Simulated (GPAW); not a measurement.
Co3Ir:

```xyz
4
Lattice="3.5826 0.0000 0.0000 0.0000 3.5826 0.0000 0.0000 0.0000 3.5826" Properties=species:S:1:pos:R:3 pbc="T T T"
Ir    0.0000    0.0000    0.0000
Co    1.7913    1.7913    0.0000
Co    1.7913    0.0000    1.7913
Co    0.0000    1.7913    1.7913
```

The cell comes from a database or a generator and needn't be the stable form of this composition.

* Program: GPAW 26.7.0
* Task: relaxation of cell and atoms
* Functional: PBEsol
* Potentials or basis: PAW data sets generated in the run's folder for this functional
* Cutoff: 600 eV
* Basis: pw
* k mesh: 6 × 6 × 6
* Occupations: fermi-dirac, width 0.05 eV
* Spin: collinear spin, ferromagnetic start
* Starting moments: [0.6, 2.0, 2.0, 2.0] μB

At the start: pressure -6.1 GPa; volume 11.50 Å³/atom.

Question: How do energy, volume and symmetry change on relaxing?

Answer: Over 4 steps the energy falls by 4.6 meV/atom and the volume is 11.21 Å³/atom (-2.5 %); space group Pm-3m (No. 221, to 0.05 Å); moment 3.55 μB per cell.

Step by step:
```
step  energy change (eV)  largest force (eV/Å)  pressure (GPa)  volume (Å³)
   1              0.0000                0.0000           -6.12        45.98
   2             -0.0072                0.0000           -5.09        45.77
   3             -0.0176                0.0000            0.59        44.74
   4             -0.0185                0.0000           -0.04        44.84
```

Final structure:
```yaml
crystal:
  lattice:
    - [3.55278, 0.00000, 0.00000]
    - [0.00000, 3.55278, 0.00000]
    - [0.00000, 0.00000, 3.55278]
  atoms:
    - { symbol: Ir, position: [0.00000, 0.00000, 0.00000] }
    - { symbol: Co, position: [0.50000, 0.50000, 0.00000] }
    - { symbol: Co, position: [0.50000, 0.00000, 0.50000] }
    - { symbol: Co, position: [0.00000, 0.50000, 0.50000] }
```

Caveat: each step starts from the last one's moments, so a moment once lost doesn't come back; later steps reuse the first step's grids.
